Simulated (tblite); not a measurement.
# C4H12N2OSi2: the cost of one run

The runs use tblite 0.8.0 and PySCF 2.14.0, with density-fitted response routines of our own; the level of theory stands in each step. All values are computed, except where a source is named. Atoms are numbered from 0 throughout.

### Step 1. The molecule as given

21 atoms, charge 0, multiplicity 1; geometry from: force field or distance geometry start.

Bonds of the start (Å): C0–O1 1.44, O1–C2 1.43, C2–Si3 1.89, Si3–C4 1.87, C4–C5 1.46, C5–N6 1.16, Si3–Si7 2.31, Si7–N8 1.70, C0–H9 1.10, C0–H10 1.09, C0–H11 1.08, C2–H12 1.10, C2–H13 1.09, Si3–H14 1.49, C4–H15 1.09, C4–H16 1.09, Si7–H17 1.48, Si7–H18 1.48, N8–H19 1.02, N8–H20 1.03.

### Step 2. Relaxing the molecule with GFN2-xTB

The job: settings as JSON, then the geometry in Å.

```
{"job": {"kind": "relax", "xc": "GFN2-xTB", "basis": "xTB"}, "charge": 0, "multiplicity": 1}
C      3.606100     0.330600    -0.093500
O      2.340600     0.133100    -0.747600
C      1.255300     0.538000     0.089200
Si    -0.445400     0.248000    -0.682200
C     -0.660200    -1.553300    -1.130100
C     -0.422400    -2.456500    -0.010800
N     -0.223300    -3.151200     0.894100
Si    -2.026600     0.797200     0.910000
N     -3.616700     0.586500     0.334800
H      3.652400    -0.261900     0.828600
H      3.738800     1.392300     0.132600
H      4.387200     0.006100    -0.769600
H      1.347000     1.614100     0.303900
H      1.310200     0.003100     1.036800
H     -0.636700     1.107200    -1.879900
H      0.032300    -1.794900    -1.937200
H     -1.667400    -1.712100    -1.527700
H     -1.911000    -0.049600     2.115600
H     -1.930900     2.220500     1.292800
H     -3.864700     1.359100    -0.281400
H     -4.273300     0.660900     1.121100
```

Started as:

```bash
$ OMP_NUM_THREADS=1 python probes_run.py task.json out
```

One launch serves the whole session: the jobs run in the order shown.

Q: Estimate the wall time and peak memory of this first job on 1 thread of Arm Neoverse N1, shared host.

About 1.8 s, with a peak of 0.18 GiB.
